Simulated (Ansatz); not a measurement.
# SiHBrF2 (SMILES F[SiH](F)Br) at 5 levels

We compute a comparison of 5 runs (HF/3-21G, HF/def2-SVP, HF/pcseg-2, PBE0/def2-SVP, CAM-B3LYP/aug-cc-pVDZ) of SiHBrF2. 

The results are computed with Ansatz 0.2.0.

4 further runs of the same task are left out: 1 that didn't finish, 3 set aside as unsound or not needed.

## (1) The system as given

The species is SiHBrF2 (5 atoms), meant as a singlet with charge 0. SMILES: `F[SiH](F)Br`. The shape is that of a PBE0-D4/def2-TZVP optimisation.

Bond lengths: F1–Si2 1.578 Å, Si2–F3 1.578 Å, Si2–Br4 2.183 Å, Si2–H5 1.466 Å. Angles: F1–Si2–F3 107.6°, F1–Si2–Br4 109.1°, F3–Si2–Br4 109.1°, F1–Si2–H5 109.7°, F3–Si2–H5 109.7°, Br4–Si2–H5 111.6°.

## (2) Energy and gradient at HF/3-21G (run 1)

Input file in.yaml:

```yaml
crystal:
  periodic: [false, false, false]
  atoms:
    - {symbol: F, position_ang: [-0.224900, -0.396300, 1.531900]}
    - {symbol: Si, position_ang: [0.124200, 0.002500, 0.045800]}
    - {symbol: F, position_ang: [0.210200, 1.576700, -0.017200]}
    - {symbol: Br, position_ang: [-1.476800, -0.678900, -1.271900]}
    - {symbol: H, position_ang: [1.417200, -0.577700, -0.330000]}
basis:
  gaussian:
    orbitals: 3-21G-spherical.json
hamiltonian:
  xc: hf
accuracy: high
output:
  forces: true
  orbitals: {seedname: orbitals}
```

The basis set 3-21G is read from a file made from the Basis Set Exchange's data (not shown).

The run is started by

```sh
$ ansatz run in.yaml --threads 1 --pin off --max-ram 2610MiB --events-out events.jsonl --progress --plain --runs-dir runs
```

Output:

```text
Warning: RAYON_NUM_THREADS=1 ignored (pool sized by the plan → 1); use --threads N
Functional definition: HF
  name "HF"
  exchange = exact_x
  correlation = 0
1008 factors; integrals over basis functions are off by at most 6.0e-9 eV
mean field evaluation 1: about -82883.0294 eV, gradient 3.2e1 eV
mean field evaluation 2: about -82883.2283 eV, gradient 3.3e1 eV
mean field evaluation 4: about -82885.3064 eV, gradient 1.3e0 eV
mean field evaluation 8: about -82885.3306 eV, gradient 4.3e-5 eV
mean field -82885.33057075 eV, -3045.9797167803 hartree, gradient 2.1e-8 eV, S^2 0.000000; 0 other end points of the search recorded, 0 dependent functions left out
the calculation of the forces begins
reference -82885.33057075 eV, -3045.9797167803 hartree; 34, 34 occupied and 21, 21 virtual orbitals, 1008 factors
Total energy: -82885.33057075 eV, -3045.9797167803 hartree
Atom 0 at    -0.224900    -0.396300     1.531900 Å, force    -0.369082    -0.251788     1.554002 eV/Å
Atom 1 at     0.124200     0.002500     0.045800 Å, force     1.732532    -0.934402    -0.705091 eV/Å
Atom 2 at     0.210200     1.576700    -0.017200 Å, force     0.042436     1.612987     0.089325 eV/Å
Atom 3 at    -1.476800    -0.678900    -1.271900 Å, force    -1.159303    -0.508722    -0.973418 eV/Å
Atom 4 at     1.417200    -0.577700    -0.330000 Å, force    -0.246582     0.081925     0.035182 eV/Å
Dipole moment:     0.342317    -0.166909    -0.116349 e Å
```

It took 0.78 s on 1 thread of Intel Xeon 6975P-C (Granite Rapids), shared host; peak memory 0.14 GiB.

## (3) Energy and forces at HF/def2-SVP (run 2)

Input file run.yaml:

```yaml
crystal:
  periodic: [false, false, false]
  atoms:
    - {symbol: F, position_ang: [-0.224900, -0.396300, 1.531900]}
    - {symbol: Si, position_ang: [0.124200, 0.002500, 0.045800]}
    - {symbol: F, position_ang: [0.210200, 1.576700, -0.017200]}
    - {symbol: Br, position_ang: [-1.476800, -0.678900, -1.271900]}
    - {symbol: H, position_ang: [1.417200, -0.577700, -0.330000]}
basis:
  gaussian:
    orbitals: def2-SVP
magnetization:
  spin_polarized: false
  initial_magnetization: 0
hamiltonian:
  xc: hf
accuracy: high
output: {forces: true, orbitals: {seedname: orbitals}}
```

The run is started by

```sh
$ ansatz run run.yaml --threads 1 --pin off --max-ram 2610MiB --events-out events.jsonl --progress --plain --runs-dir runs
```

Output, shortened:

```text
Warning: RAYON_NUM_THREADS=1 ignored (pool sized by the plan → 1); use --threads N
Functional definition: HF
  name "HF"
[...]
1552 factors; integrals over basis functions are off by at most 7.7e-9 eV
[...]
mean field -83278.04611876 eV, -3060.4117469774 hartree, gradient 5.5e-8 eV, S^2 0.000000; 0 other end points of the search recorded, 0 dependent functions left out
[...]
reference -83278.04611876 eV, -3060.4117469774 hartree; 34, 34 occupied and 49, 49 virtual orbitals, 1552 factors
Total energy: -83278.04611876 eV, -3060.4117469774 hartree
Atom 0 at    -0.224900    -0.396300     1.531900 Å, force    -0.114986    -0.080925     0.430592 eV/Å
Atom 1 at     0.124200     0.002500     0.045800 Å, force     0.480229    -0.425126    -0.407998 eV/Å
Atom 2 at     0.210200     1.576700    -0.017200 Å, force     0.002814     0.452065     0.011723 eV/Å
Atom 3 at    -1.476800    -0.678900    -1.271900 Å, force    -0.133391    -0.048514    -0.099026 eV/Å
Atom 4 at     1.417200    -0.577700    -0.330000 Å, force    -0.234666     0.102500     0.064710 eV/Å
Dipole moment:     0.208191    -0.162153    -0.147978 e Å
```

It took 2 s on 1 thread of Intel Xeon 6975P-C (Granite Rapids), shared host; peak memory 0.24 GiB.

Runs 3 to 4 aren't shown in full; the table further down has their settings and results.

## (4) Energy and gradient at CAM-B3LYP/aug-cc-pVDZ (run 5)

Input file molecule.yaml:

```yaml
crystal:
  periodic: [false, false, false]
  atoms:
    - {symbol: F, position_ang: [-0.224900, -0.396300, 1.531900]}
    - {symbol: Si, position_ang: [0.124200, 0.002500, 0.045800]}
    - {symbol: F, position_ang: [0.210200, 1.576700, -0.017200]}
    - {symbol: Br, position_ang: [-1.476800, -0.678900, -1.271900]}
    - {symbol: H, position_ang: [1.417200, -0.577700, -0.330000]}
basis:
  gaussian: {orbitals: aug-cc-pVDZ}
hamiltonian: {xc: {name: CAM-B3LYP}}
accuracy: high
output: {forces: true, orbitals: {seedname: orbitals}}
```

The run is started by

```sh
$ ansatz run molecule.yaml --threads 1 --pin off --max-ram 2610MiB --events-out events.jsonl --progress --plain --runs-dir runs
```

Output, shortened:

```text
Warning: RAYON_NUM_THREADS=1 ignored (pool sized by the plan → 1); use --threads N
Functional definition: CAM-B3LYP
  name "CAM-B3LYP"
[...]
2328 factors; integrals over basis functions are off by at most 4.3e-9 eV
528 factors; integrals over basis functions are off by at most 1.6e-9 eV
[...]
mean field -83380.64883739 eV, -3064.1823273406 hartree, gradient 7.9e-8 eV, S^2 0.000000; 0 other end points of the search recorded, 0 dependent functions left out
[...]
reference -83380.64885741 eV, -3064.1823280763 hartree; 34, 34 occupied and 84, 84 virtual orbitals, 2328 factors
Total energy: -83380.64885741 eV, -3064.1823280763 hartree
Atom 0 at    -0.224900    -0.396300     1.531900 Å, force    -0.378213    -0.367992     1.523753 eV/Å
Atom 1 at     0.124200     0.002500     0.045800 Å, force     0.540830    -1.089174    -1.236620 eV/Å
Atom 2 at     0.210200     1.576700    -0.017200 Å, force     0.058333     1.610464    -0.030058 eV/Å
Atom 3 at    -1.476800    -0.678900    -1.271900 Å, force    -0.314598    -0.115391    -0.235156 eV/Å
Atom 4 at     1.417200    -0.577700    -0.330000 Å, force     0.093648    -0.037908    -0.021920 eV/Å
Dipole moment:     0.177231    -0.147435    -0.137944 e Å
```

Wall time 12 s (1 thread of Intel Xeon 6975P-C (Granite Rapids), shared host); peak memory 0.59 GiB.

## (5) The series

```tsv
run	level	energy (Eh)	dipole moment (D)	HOMO energy (eV)	LUMO energy (eV)	wall time
1	HF/3-21G	-3045.979717	1.91	-12.16	4.16	0.78 s
2	HF/def2-SVP	-3060.411747	1.45	-12.24	4.58	2 s
3	HF/pcseg-2	-3061.114123	1.40	-12.28	3.35	9.6 s
4	PBE0/def2-SVP	-3062.927819	1.19	-9.14	0.67	4.8 s
5	CAM-B3LYP/aug-cc-pVDZ	-3064.182328	1.29	-10.60	0.48	12 s
```

## (6) What came out

| quantity | value |
| --- | --- |
| run 5: total energy | -3064.18233 Eh |
| run 5: dipole moment | 1.29 D |
| run 5: HOMO energy | -10.60 eV |
| run 5: LUMO energy | 0.48 eV |
| run 5: HOMO–LUMO gap | 11.08 eV |
| run 5: largest force on an atom | 1.734 eV/Å |

In words: The dipole moment (its size) runs from 1.19 D (PBE0/def2-SVP) to 1.91 D (HF/3-21G). The two ends differ in method and basis. The HOMO–LUMO gap runs from 9.81 eV (PBE0/def2-SVP) to 16.82 eV (HF/def2-SVP). Exact exchange widens orbital gaps. Totals of different functionals can't be ranked against each other. All runs together took 29 s, the longest 12 s.
